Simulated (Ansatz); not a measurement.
AlRu, space group Pm-3m, Fermi-surface readings

Computed with Ansatz 0.2.0 through its Python package.

Input file `alru.xyz`:
```text
2
Lattice="2.9916 0.0 0.0 0.0 2.9916 0.0 0.0 0.0 2.9916" Properties=species:S:1:pos:R:3 pbc="T T T"
Al    0.00000000    0.00000000    0.00000000
Ru    1.49580000    1.49580000    1.49580000
```

`fermi.py`:
```python
import ansatz

alru = ansatz.Crystal.from_extxyz('alru.xyz')

calc = (
    alru.calculation()
    .functional('pbe')
    .kpoints(density=3.8)
    .occupations('fermi_dirac', width=0.1)
    .eigenstates(nscf_kmesh=(10, 10, 10), level_slopes=True)
)
surface = calc.run(threads=1).fermi_surface().to_plain()
for way, reading in surface.items():
    if reading:
        rho_lambda = [f'{v:.3e}' for v in reading['resistivity_times_mean_free_path_ohm_m2']]
        print(f'{way:24s} area {reading["spin_summed_area_per_ang2"]:8.3f} 1/A^2  rho*lambda (ohm m^2) {rho_lambda}')
```

Output of `python fermi.py`:
```text
DeckWarning: basis.ecutwfc = 420 eV, auto-derived from the records' recommended cutoffs: set by Al (normal level)
by_tetrahedra            area   55.813 1/A^2  rho*lambda (ohm m^2) ['5.477e-16', '5.477e-16', '5.477e-16']
by_slopes                area   49.654 1/A^2  rho*lambda (ohm m^2) ['6.157e-16', '6.157e-16', '6.157e-16']
on_every_second_point    area   57.299 1/A^2  rho*lambda (ohm m^2) ['5.335e-16', '5.335e-16', '5.335e-16']
```
(Warnings from the package without file and line.)

What to keep in mind:
- The run is spin-unpolarised.
- For a metal this k-point mesh is coarse: on a finer one energies can move by several to tens of meV an atom and pressures by half a GPa or more, differences at one mesh by less.
- The starting cell is as deposited in a crystallographic database; the results hold for this polymorph, which needn't be the stable one.
- The three readings differ by the mesh error.
- Wall time of the script: 1.8 s on 1 thread of Arm Neoverse V2, with other jobs on the host, peak memory 0.32 GiB.

(Lines on the test bed's own set-up are left out of the output.)
